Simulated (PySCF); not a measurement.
# CoBr₆ (-2): ligand-field states, part 1 of 2

What do calculations give for the ligand-field states of CoBr₆ (-2)?

Programs: PySCF 2.14.0, with routines of our own; each step states its level. All values are computed. Atoms count from 0.

## 1. The system as given

7 atoms, charge -2, states of the metal's open shell are computed; geometry from: model geometry, bond lengths from ionic radii.

## 2. Ligand-field states: state-averaged CASSCF in water

The job: settings as JSON, then the geometry in Å.

```
{"job": {"kind": "lf", "basis": {"metal": "x2c-TZVPall", "ligand": "x2c-SVPall"}, "nevpt": true, "solvent": "water"}, "charge": -2, "metal": "Co", "open_shell": "d5"}
Co     0.000000     0.000000     0.000000
Br     0.000000     0.000000     2.390000
Br     0.000000     0.000000    -2.390000
Br     2.390000     0.000000     0.000000
Br    -2.390000     0.000000     0.000000
Br     0.000000     2.390000     0.000000
Br    -0.000000    -2.390000     0.000000
```

Method: state-averaged CASSCF of the metal d shell, SC-NEVPT2 on the averaged canonical orbitals, state-interaction spin-orbit coupling.

Launch:

```sh
> OMP_NUM_THREADS=1 python lf_run.py task.json out
```

This one command runs all jobs of the session in turn.

Log:

```text
basis functions 240, electrons 239, active (5e, 5o)
stage 1: DIIS on the effective Fock matrix, level shift 0.30
cycle   1  E = -17003.6114706070  dE = -1.700e+04  max|g| = 3.328e+00
cycle   2  E = -17007.4755772325  dE = -3.864e+00  max|g| = 3.589e+00
cycle   3  E = -17006.5360303745  dE =  9.395e-01  max|g| = 2.993e+00
cycle   4  E = -17014.6997849222  dE = -8.164e+00  max|g| = 8.860e-01
cycle   5  E = -17013.7018004291  dE =  9.980e-01  max|g| = 9.448e-01
cycle   6  E = -17014.8884531330  dE = -1.187e+00  max|g| = 6.338e-01
cycle   7  E = -17013.6016831826  dE =  1.287e+00  max|g| = 9.735e-01
cycle   8  E = -17014.4218678346  dE = -8.202e-01  max|g| = 8.887e-01
cycle   9  E = -17014.6257879489  dE = -2.039e-01  max|g| = 7.635e-01
cycle  10  E = -17014.4874214984  dE =  1.384e-01  max|g| = 6.262e-01
cycle  11  E = -17014.4139427146  dE =  7.348e-02  max|g| = 7.673e-01
cycle  12  E = -17014.1474402739  dE =  2.665e-01  max|g| = 7.648e-01
cycle  13  E = -17014.4031013317  dE = -2.557e-01  max|g| = 8.658e-01
cycle  14  E = -17014.5799179870  dE = -1.768e-01  max|g| = 5.801e-01
cycle  15  E = -17014.5178105834  dE =  6.211e-02  max|g| = 6.721e-01
stage 2: quasi-Newton rotations from the point of smallest gradient
cycle  17  E = -17015.0123693416  dE = -4.325e-01  max|g| = 4.119e-01
cycle  18  E = -17015.2779750687  dE = -2.656e-01  max|g| = 2.993e-01
cycle  20  E = -17015.5245042471  dE = -2.465e-01  max|g| = 2.876e-01
cycle  21  E = -17015.7421156910  dE = -2.176e-01  max|g| = 2.301e-01
cycle  23  E = -17015.8444435228  dE = -1.023e-01  max|g| = 1.458e-01
cycle  24  E = -17015.8656520121  dE = -2.121e-02  max|g| = 1.909e-01
cycle  27  E = -17015.8849256644  dE = -1.927e-02  max|g| = 1.074e-01
cycle  28  E = -17015.8946186851  dE = -9.693e-03  max|g| = 5.136e-02
cycle  29  E = -17015.8982900173  dE = -3.671e-03  max|g| = 5.711e-03
cycle  30  E = -17015.8984533881  dE = -1.634e-04  max|g| = 5.147e-03
cycle  31  E = -17015.8985425766  dE = -8.919e-05  max|g| = 1.854e-03
cycle  32  E = -17015.8985542233  dE = -1.165e-05  max|g| = 5.482e-04
cycle  33  E = -17015.8985566793  dE = -2.456e-06  max|g| = 3.036e-04
cycle  34  E = -17015.8985573500  dE = -6.707e-07  max|g| = 1.970e-04
cycle  35  E = -17015.8985576042  dE = -2.543e-07  max|g| = 9.153e-05
cycle  36  E = -17015.8985576816  dE = -7.738e-08  max|g| = 4.487e-05
cycle  37  E = -17015.8985576983  dE = -1.673e-08  max|g| = 2.262e-05
cycle  38  E = -17015.8985577010  dE = -2.678e-09  max|g| = 8.890e-06
converged average energy = -17015.8985577010

 mult deg   label        CASSCF/cm-1   NEVPT2/cm-1
   4   3   4T1g                0.6           0.6
   2   3   2T2g            38804.0        6300.1
   2   3   2T1g             7762.5        8651.5
   4   3   4T2g             4580.5        9625.7
   2   3   2T2g            13986.4       15460.6
   2   1   2A2g            13713.1       19330.5
   2   3   2T2g            35554.4       30419.3
   6   1   6A1g           -18893.8       30422.8
   2   3   2T1g            18678.8       33480.6
   2   3   2T2g            14597.3       33983.1
   2   1   2A1g            29285.9       34876.0
   2   3   2T2g            53011.3       39500.2
   4   2   4Eg             -1234.4       41032.2
   4   1   4A1g            -2786.6       41538.9
   2   2   2Eg             18339.7       43252.6
   4   1   4A2g             7380.6       44550.7
   2   2   2Eg             15096.7       46349.3
   2   2   2Eg             21257.7       47171.6
   2   1   2A1g             5931.9       48116.2
   2   3   2T2g            17632.3       48380.5
   2   2   2Eg             49204.2       49006.7
   4   3   4T2g            11066.8       50668.8
   2   1   2A1g            20615.2       52037.1
   2   3   2T2g            22290.0       52489.4
   4   2   4Eg             10601.4       55895.3
   2   1   2A2g            23011.0       56307.5
   2   3   2T2g            59830.7       56515.7
   2   3   2T1g            22727.7       56741.9
   4   3   4T2g            48869.6       58952.6
   2   2   2Eg             29691.2       61010.1
   2   3   2T1g            21959.3       62033.8
   2   2   2Eg             92035.9       62081.4
   4   3   4T1g            43855.7       62521.4
   2   3   2T1g            52249.6       63980.9
   2   1   2A1g            71397.6       64979.5
   4   3   4T1g            25246.6       66831.5
   2   3   2T1g            71958.4       67148.9
   2   3   2T1g            36612.3       67794.1
   2   3   2T2g            64538.6       69571.0
   2   2   2Eg             63310.2       70411.2
   2   1   2A2g            58112.8       72354.5
   2   3   2T1g            44023.4       72402.3
   2   3   2T2g           127522.4      315930.9

spin-orbit levels / cm-1
      0.00  x2  4T1g 1.00
      0.56  x2  4T1g 1.00
     11.51  x2  4T1g 1.00
    234.62  x2  4T1g 1.00
    235.11  x2  4T1g 1.00
    373.50  x2  4T1g 1.00
   6244.38  x2  2T2g 1.00
   6550.13  x2  2T2g 1.00
   6550.75  x2  2T2g 1.00
   8663.13  x2  2T1g 0.99
   8663.96  x2  2T1g 0.99
   8989.43  x2  2T1g 0.95 4T2g 0.05
   9717.61  x2  4T2g 0.99
   9717.70  x2  4T2g 0.99
   9739.79  x2  4T2g 0.95 2T1g 0.05
   9824.75  x2  4T2g 1.00
   9824.93  x2  4T2g 1.00
   9896.92  x2  4T2g 1.00
  15486.11  x2  2T2g 1.00
  15700.24  x2  2T2g 1.00
  15700.39  x2  2T2g 1.00
  19501.23  x2  2A2g 1.00
  30299.96  x2  2T2g 1.00
  30571.93  x4  6A1g 1.00
  30571.96  x2  6A1g 1.00
  30676.82  x2  2T2g 1.00
  30677.21  x2  2T2g 1.00
  33507.69  x2  2T1g 0.93 2T2g 0.06
  33508.04  x2  2T1g 0.93 2T2g 0.06
```

Wall time 1.8 min (1 thread of Arm Neoverse V1, shared host); peak memory 0.84 GiB.

Warnings kept with the result: an active orbital is not mainly the metal shell.

An active orbital is only 47 % metal, under the run's own bar for a metal shell, so levels, ζ, ground spin and magnetism of this run may not be those of the metal's shell and are not read here.

## 3. Ligand-field states: state-averaged CASSCF (axial bond length × 0.9) in water

The job: settings as JSON, then the geometry in Å.

```
{"job": {"kind": "lf", "basis": {"metal": "x2c-TZVPall", "ligand": "x2c-SVPall"}, "nevpt": true, "solvent": "water", "reuse": true}, "charge": -2, "metal": "Co", "open_shell": "d5"}
Co     0.000000     0.000000     0.000000
Br     0.000000     0.000000     2.151000
Br     0.000000     0.000000    -2.151000
Br     2.390000     0.000000     0.000000
Br    -2.390000     0.000000     0.000000
Br     0.000000     2.390000     0.000000
Br    -0.000000    -2.390000     0.000000
```

Level: state-averaged CASSCF of the metal d shell, SC-NEVPT2 on the averaged canonical orbitals, state-interaction spin-orbit coupling.

Log:

```text
basis functions 240, electrons 239, active (5e, 5o)
start from the orbitals of the previous structure
stage 1: DIIS on the effective Fock matrix, level shift 0.30
cycle   1  E = -17008.8898623665  dE = -1.701e+04  max|g| = 7.449e+00
cycle   2  E = -17014.7668625424  dE = -5.877e+00  max|g| = 6.132e-01
cycle   3  E = -17014.7296101018  dE =  3.725e-02  max|g| = 5.710e-01
cycle   4  E = -17015.3865501972  dE = -6.569e-01  max|g| = 2.420e-01
cycle   5  E = -17015.5433085996  dE = -1.568e-01  max|g| = 3.307e-01
cycle   6  E = -17015.7868937231  dE = -2.436e-01  max|g| = 1.224e-01
cycle   7  E = -17015.8128898862  dE = -2.600e-02  max|g| = 9.486e-02
cycle   8  E = -17015.8099135106  dE =  2.976e-03  max|g| = 1.025e-01
cycle   9  E = -17015.7649190434  dE =  4.499e-02  max|g| = 1.978e-01
cycle  10  E = -17015.4718175965  dE =  2.931e-01  max|g| = 5.642e-01
cycle  11  E = -17015.2228477081  dE =  2.490e-01  max|g| = 7.401e-01
cycle  12  E = -17015.1100543104  dE =  1.128e-01  max|g| = 8.235e-01
cycle  13  E = -17015.0749280768  dE =  3.513e-02  max|g| = 9.204e-01
cycle  14  E = -17015.0931887667  dE = -1.826e-02  max|g| = 9.197e-01
cycle  15  E = -17015.0582967833  dE =  3.489e-02  max|g| = 9.272e-01
stage 2: quasi-Newton rotations from the point of smallest gradient
cycle  17  E = -17015.8228019343  dE = -9.912e-03  max|g| = 1.206e-01
cycle  19  E = -17015.8340220739  dE = -1.122e-02  max|g| = 6.728e-02
cycle  20  E = -17015.8388446581  dE = -4.823e-03  max|g| = 2.678e-02
cycle  21  E = -17015.8394690430  dE = -6.244e-04  max|g| = 9.290e-03
cycle  22  E = -17015.8396658616  dE = -1.968e-04  max|g| = 7.540e-03
cycle  23  E = -17015.8397182494  dE = -5.239e-05  max|g| = 2.949e-03
cycle  24  E = -17015.8397256496  dE = -7.400e-06  max|g| = 9.971e-04
cycle  25  E = -17015.8397274244  dE = -1.775e-06  max|g| = 6.362e-04
cycle  26  E = -17015.8397276159  dE = -1.915e-07  max|g| = 1.454e-04
cycle  27  E = -17015.8397276514  dE = -3.547e-08  max|g| = 6.555e-05
cycle  28  E = -17015.8397276580  dE = -6.567e-09  max|g| = 4.271e-05
cycle  29  E = -17015.8397276599  dE = -1.895e-09  max|g| = 7.450e-06
converged average energy = -17015.8397276599

 mult deg   label        CASSCF/cm-1   NEVPT2/cm-1
   2   2   2Eg                 0.0           0.0
   2   1   2B2g            -7381.3      378599.2
   2   1   2B2g          -107125.2      603719.8
   2   1   2B2g           -96691.2      607464.0
   4   1   4A2g          -112499.6      608367.3
   4   1   4B2g          -115271.8      610908.5
   2   2   2Eg           -102088.2      613131.1
   4   2   4Eg           -122922.2      614816.0
   2   1   2A2g          -104329.0      618694.7
   4   2   4Eg           -111157.0      622706.6
   2   2   2Eg           -114735.1      622926.2
   2   1   2B2g           -99740.6      625477.5
   2   1   2A2g          -101060.8      629235.3
   2   2   2Eg            -90722.8      631136.1
   2   2   2Eg           -107807.7      631193.1
   2   1   2A1g          -101532.1      632079.9
   2   1   2B1g           -99131.4      634989.6
   2   1   2B1g          -109388.2      635691.4
   2   2   2Eg            -92745.1      636035.1
   6   1   6A1g          -130904.4      639642.4
   2   2   2Eg            -96446.6      642988.3
   4   1   4B1g          -116198.2      647755.0
   2   2   2Eg            -89690.6      649981.0
   4   1   4A1g          -114042.2      651950.4
   4   1   4A1g          -111859.4      652644.4
   2   1   2A1g           -92241.8      654138.4
   2   1   2A1g           -88356.7      656337.8
   2   1   2B2g           -90605.3      658170.3
   2   1   2A1g          -105143.8      658920.6
   2   1   2B2g           -95776.0      659070.2
   2   1   2B1g           -98158.1      659198.4
   4   1   4B1g           -99632.4      659696.0
   2   1   2A1g           -28690.2      659726.0
   2   1   2A1g           -95133.5      660734.1
   2   1   2B1g           -94374.0      660862.3
   2   1   2B1g           -73098.3      660888.9
   4   2   4Eg           -101942.8      661848.2
   4   1   4B2g          -103252.2      662231.4
   4   1   4B1g          -103552.6      662979.3
   2   2   2Eg            -99260.9      663004.5
   2   1   2A1g           -96856.2      663723.6
   2   1   2A2g           -96737.8      663843.3
   4   1   4A1g          -102240.8      664383.6
   2   1   2B1g           -90969.4      664635.8
   2   1   2A1g           -66519.6      666938.7
   2   2   2Eg            -87229.5      670861.0
   4   1   4A2g           -90259.4      672773.6
   2   1   2A1g           -80947.0      673275.1
   2   1   2B2g           -80231.2      673333.3
   2   1   2A2g           -86788.1      674490.3
   4   2   4Eg            -88428.1      675118.0
   4   2   4Eg            -69502.3      675259.7
   4   2   4Eg            -73812.0      675907.3
   4   1   4A2g           -71526.7      676138.3
   2   1   2B1g           -22932.9      676188.3
   2   1   2B1g           -79881.7      676209.7
   2   2   2Eg            -71752.8      677094.9
   2   1   2B2g           -49305.1      677377.1
   2   1   2A2g           -78647.3      677898.2
   2   2   2Eg            -57917.4      678560.5

spin-orbit levels / cm-1
      0.00  x2  2Eg 1.00
    732.75  x2  2Eg 1.00
 378965.80  x2  2B2g 1.00
 604069.18  x2  2B2g 1.00
 607820.55  x2  2B2g 1.00
 608711.39  x2  4A2g 1.00
 608721.38  x2  4A2g 1.00
 611233.26  x2  4B2g 0.99
 611252.85  x2  4B2g 1.00
 613458.00  x2  2Eg 0.99
 613502.88  x2  2Eg 0.99
 614825.30  x2  4Eg 1.00
 615075.59  x2  4Eg 0.99
 615309.92  x2  4Eg 0.99
 615535.18  x2  4Eg 1.00
 619043.82  x2  2A2g 1.00
 622768.67  x2  4Eg 1.00
 622958.45  x2  4Eg 0.99
 622992.39  x2  2Eg 0.90 4Eg 0.10
 623180.02  x2  4Eg 0.90 2Eg 0.10
 623359.35  x2  4Eg 0.99
 623564.70  x2  2Eg 0.99
 625857.16  x2  2B2g 0.99
 629604.04  x2  2A2g 1.00
 631437.60  x2  2Eg 0.71 2Eg 0.28
 631469.36  x2  2Eg 0.68 2Eg 0.32
 631601.84  x2  2Eg 0.71 2Eg 0.28
 631639.54  x2  2Eg 0.68 2Eg 0.32
 632453.24  x2  2A1g 1.00
 635364.63  x2  2B1g 1.00
```

Run time: 80 s. Hardware: 1 thread of Arm Neoverse V1, shared host; peak memory 0.77 GiB.

Warnings kept with the result: an active orbital is not mainly the metal shell.

An active orbital is only 49 % metal, under the run's own bar for a metal shell, so levels, ζ, ground spin and magnetism of this run may not be those of the metal's shell and are not read here.

## 4. Ligand-field states: state-averaged CASSCF (axial bond length × 0.95) in water

Settings changed since step 3:

```diff
@@ -2,4 +2,4 @@
 Co     0.000000     0.000000     0.000000
-Br     0.000000     0.000000     2.151000
-Br     0.000000     0.000000    -2.151000
+Br     0.000000     0.000000     2.270500
+Br     0.000000     0.000000    -2.270500
 Br     2.390000     0.000000     0.000000
```

With the program's defaults for keys left out, this is: state-averaged CASSCF of the metal d shell, SC-NEVPT2 on the averaged canonical orbitals, state-interaction spin-orbit coupling.

Log:

```text
basis functions 240, electrons 239, active (5e, 5o)
start from the orbitals of the previous structure
stage 1: DIIS on the effective Fock matrix, level shift 0.30
cycle   1  E = -17012.5176764182  dE = -1.701e+04  max|g| = 4.799e+00
cycle   2  E = -17015.0970619560  dE = -2.579e+00  max|g| = 4.586e-01
cycle   3  E = -17015.1190394541  dE = -2.198e-02  max|g| = 1.030e+00
cycle   4  E = -17015.2572672120  dE = -1.382e-01  max|g| = 1.767e-01
cycle   5  E = -17015.2483537642  dE =  8.913e-03  max|g| = 3.084e-01
cycle   6  E = -17014.9764237518  dE =  2.719e-01  max|g| = 4.588e-01
cycle   7  E = -17015.2476115032  dE = -2.712e-01  max|g| = 1.745e-01
cycle   8  E = -17014.9714746559  dE =  2.761e-01  max|g| = 4.709e-01
cycle   9  E = -17015.2026657207  dE = -2.312e-01  max|g| = 1.605e-01
cycle  10  E = -17015.0008906130  dE =  2.018e-01  max|g| = 4.271e-01
cycle  11  E = -17015.2280894388  dE = -2.272e-01  max|g| = 1.031e-01
cycle  12  E = -17014.9817040321  dE =  2.464e-01  max|g| = 4.582e-01
cycle  13  E = -17015.2119787032  dE = -2.303e-01  max|g| = 1.247e-01
cycle  14  E = -17015.0656268442  dE =  1.464e-01  max|g| = 3.572e-01
cycle  15  E = -17015.1310223584  dE = -6.540e-02  max|g| = 3.627e-01
stage 2: quasi-Newton rotations from the point of smallest gradient
cycle  17  E = -17015.3343751071  dE = -1.063e-01  max|g| = 1.902e-01
cycle  18  E = -17015.5057986804  dE = -1.714e-01  max|g| = 2.545e-01
cycle  20  E = -17015.6540193216  dE = -1.482e-01  max|g| = 1.674e-01
cycle  21  E = -17015.7603969863  dE = -1.064e-01  max|g| = 2.102e-01
cycle  24  E = -17015.8027499826  dE = -4.235e-02  max|g| = 1.204e-01
cycle  25  E = -17015.8643432529  dE = -6.159e-02  max|g| = 7.504e-02
cycle  26  E = -17015.8735702597  dE = -9.227e-03  max|g| = 2.437e-02
cycle  27  E = -17015.8757803724  dE = -2.210e-03  max|g| = 2.086e-02
cycle  28  E = -17015.8768657030  dE = -1.085e-03  max|g| = 6.620e-03
cycle  29  E = -17015.8771237322  dE = -2.580e-04  max|g| = 5.144e-03
cycle  30  E = -17015.8771759694  dE = -5.224e-05  max|g| = 4.813e-03
cycle  31  E = -17015.8771924282  dE = -1.646e-05  max|g| = 1.256e-03
cycle  32  E = -17015.8771954315  dE = -3.003e-06  max|g| = 4.962e-04
cycle  33  E = -17015.8771961649  dE = -7.335e-07  max|g| = 3.337e-04
cycle  34  E = -17015.8771963821  dE = -2.172e-07  max|g| = 1.605e-04
cycle  35  E = -17015.8771964265  dE = -4.441e-08  max|g| = 3.921e-05
cycle  36  E = -17015.8771964298  dE = -3.336e-09  max|g| = 2.249e-05
cycle  37  E = -17015.8771964306  dE = -8.076e-10  max|g| = 1.153e-05
cycle  38  E = -17015.8771964309  dE = -2.365e-10  max|g| = 3.775e-06
converged average energy = -17015.8771964309

 mult deg   label        CASSCF/cm-1   NEVPT2/cm-1
   2   2   2Eg                 0.0           0.0
   2   1   2B2g            -2196.9       12375.5
   4   1   4A2g           -30600.0       42821.9
   4   2   4Eg            -35241.6       44891.7
   4   1   4B2g           -29692.0       48301.0
   2   1   2B2g           -20253.5       51362.2
   2   1   2A2g           -22468.2       51868.2
   4   2   4Eg            -27381.0       52646.8
   2   2   2Eg            -27273.4       53229.2
   2   2   2Eg            -17449.0       60322.0
   2   2   2Eg            -20221.6       63235.1
   2   1   2B1g           -21130.2       63386.3
   2   1   2A2g           -15177.5       68861.6
   6   1   6A1g           -49351.0       73609.9
   2   1   2B2g           -16485.2       73845.5
   2   2   2Eg            -12727.0       77812.7
   2   1   2A1g           -16684.5       77943.9
   2   1   2B1g           -16043.8       79026.3
   2   1   2B1g            60993.9       81391.9
   4   1   4B1g           -32429.1       83455.9
   4   1   4A1g           -32841.1       85303.2
   4   1   4A1g           -30983.3       85368.2
   2   1   2A1g            -3867.9       85490.1
   2   1   2A1g           -12884.6       87011.9
   2   1   2B1g           -14155.3       88346.9
   4   1   4B1g           -21807.3       90598.0
   2   1   2A1g           -23938.6       92312.9
   2   1   2A1g            -9590.2       92569.6
   2   1   2B1g            14141.6       93425.7
   2   1   2B2g            -8683.6       93832.0
   2   2   2Eg            -14760.4       94362.6
   2   1   2B1g           -10073.1       94483.2
   2   1   2B2g           -13159.7       94852.4
   2   1   2A1g            17633.8       95243.9
   4   2   4Eg            -19730.8       95799.1
   4   1   4B2g           -20193.4       96532.5
   4   1   4B1g           -20130.2       97847.6
   2   1   2A1g           -11505.5       98053.0
   4   1   4A1g           -20012.5       98964.1
   2   1   2B2g             5524.4      100065.6
   2   2   2Eg             -8119.3      100464.6
   2   1   2B1g            -8196.3      100796.8
   2   2   2Eg             -9465.9      100899.3
   2   1   2A2g           -11110.2      101576.3
   2   1   2A1g             -166.2      103212.1
   2   2   2Eg             27781.6      104113.6
   4   2   4Eg             16387.1      104158.2
   2   2   2Eg             -7144.6      105765.3
   2   1   2A2g            -6320.5      106679.6
   4   1   4A2g            12530.7      107805.9
   2   1   2B1g              -27.6      107812.0
   4   1   4B2g            19484.1      108662.2
   4   1   4A2g            -6218.8      109146.1
   2   1   2B2g            29723.3      109252.2
   4   2   4Eg             12026.2      109514.1
   4   2   4Eg             -5718.3      109855.9
   2   1   2B2g            20822.6      109944.4
   2   1   2A2g            21321.4      110132.5
   2   1   2B2g            33166.8      111561.9
   2   2   2Eg             20032.4      111806.3

spin-orbit levels / cm-1
      0.00  x2  2Eg 1.00
    451.53  x2  2Eg 1.00
  12609.94  x2  2B2g 1.00
  43029.14  x2  4A2g 1.00
  43041.90  x2  4A2g 1.00
  44819.27  x2  4Eg 0.99
  45006.75  x2  4Eg 0.99
  45194.44  x2  4Eg 0.99
  45387.75  x2  4Eg 1.00
  48534.43  x2  4B2g 1.00
  48548.41  x2  4B2g 0.99
  51553.22  x2  2B2g 0.98
  52041.12  x2  2A2g 0.94 4Eg 0.05
  52695.06  x2  4Eg 0.96 2A2g 0.04
  52804.12  x2  4Eg 0.98
  52930.87  x2  4Eg 0.96 2Eg 0.04
  53090.00  x2  4Eg 1.00
  53298.69  x2  2Eg 0.94 4Eg 0.04
  53673.29  x2  2Eg 0.98
  60486.79  x2  2Eg 1.00
  60612.27  x2  2Eg 1.00
  63454.90  x2  2Eg 0.98
  63493.16  x2  2Eg 1.00
  63635.09  x2  2B1g 0.98
  69096.33  x2  2A2g 1.00
  73832.63  x2  6A1g 1.00
  73833.24  x2  6A1g 1.00
  73834.41  x2  6A1g 1.00
  74077.08  x2  2B2g 1.00
  78021.22  x2  2Eg 0.99
```

Wall time 97 s (1 thread of Arm Neoverse V1, shared host); peak memory 0.77 GiB.

Warnings kept with the result: an active orbital is not mainly the metal shell.

An active orbital is only 48 % metal, under the run's own bar for a metal shell, so levels, ζ, ground spin and magnetism of this run may not be those of the metal's shell and are not read here.

(Continued in part 2 of 2.)
